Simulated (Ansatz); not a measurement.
# InP3: the cost of one run

Method: DFT LDA, scalar-relativistic, plane waves, PAW, in Ansatz 0.2.0.

1 further run of the same task is left out (set aside as unsound or not needed).

## (1) The system as given

The structure is trigonal, space group R-3m (No. 166). Conventional cell: a = 7.378 Å, b = 7.378 Å, c = 9.737 Å, α = 90.00°, β = 90.00°, γ = 120.00°. Around In (site symmetry 3m) lie 6 P at 2.61 to 2.84 Å. P (site symmetry m) has 2 P at 2.20 Å and 2 In at 2.61 to 2.84 Å in its first shell of neighbours.

As a file:

```xyz
8
Lattice="3.6890 2.1298 3.2457 -3.6890 2.1298 3.2457 0.0000 -4.2596 3.2457" Properties=species:S:1:pos:R:3 pbc="T T T"
In    0.0000    0.0000    2.6638
In    0.0000    0.0000    7.0732
P     2.0387   -1.1771    5.9369
P     0.0000    2.3541    5.9369
P    -2.0387   -1.1771    5.9369
P    -2.0387    1.1771    3.8001
P     2.0387    1.1771    3.8001
P     0.0000   -2.3541    3.8001
```

This cell was relaxed beforehand with the same method: volume 19.13 Å³/atom, gap on the mesh none (metal).

## (2) The undisturbed cell

input.yaml

```yaml
crystal:
  lattice:
    - [3.6889630207, 2.129823793, 3.2456646549]
    - [-3.6889630207, 2.129823793, 3.2456646549]
    - [0.0, -4.259647586, 3.2456646549]
  atoms:
    - { symbol: In, position: [0.2735775171, 0.2735775171, 0.2735775171] }
    - { symbol: In, position: [0.7264224829, 0.7264224829, 0.7264224829] }
    - { symbol: P, position: [0.7939412175, 0.2412820278, 0.7939412175] }
    - { symbol: P, position: [0.7939412175, 0.7939412175, 0.2412820278] }
    - { symbol: P, position: [0.2412820278, 0.7939412175, 0.7939412175] }
    - { symbol: P, position: [0.2060587825, 0.7587179722, 0.2060587825] }
    - { symbol: P, position: [0.7587179722, 0.2060587825, 0.2060587825] }
    - { symbol: P, position: [0.2060587825, 0.2060587825, 0.7587179722] }
basis:
  ecutwfc: 420
kpoints:
  mp_grid: { grid: [6, 6, 6] }
hamiltonian:
  xc: lda
scf:
  occupations: { method: gaussian, width: 0.15 }
output:
  forces: true
  stress: true
  eigenvalues: true
```

On the command line:

```bash
ansatz run input.yaml --threads 2 --pin off --max-ram 5120MiB --backend cpu --events-out ev --progress --plain --runs-dir out
```

**Question.** How long does this run take on 2 threads of AMD EPYC 9R45 (Zen 5), shared host, and how much memory does it need?

About 2.3 s, with a peak of 0.5 GiB.
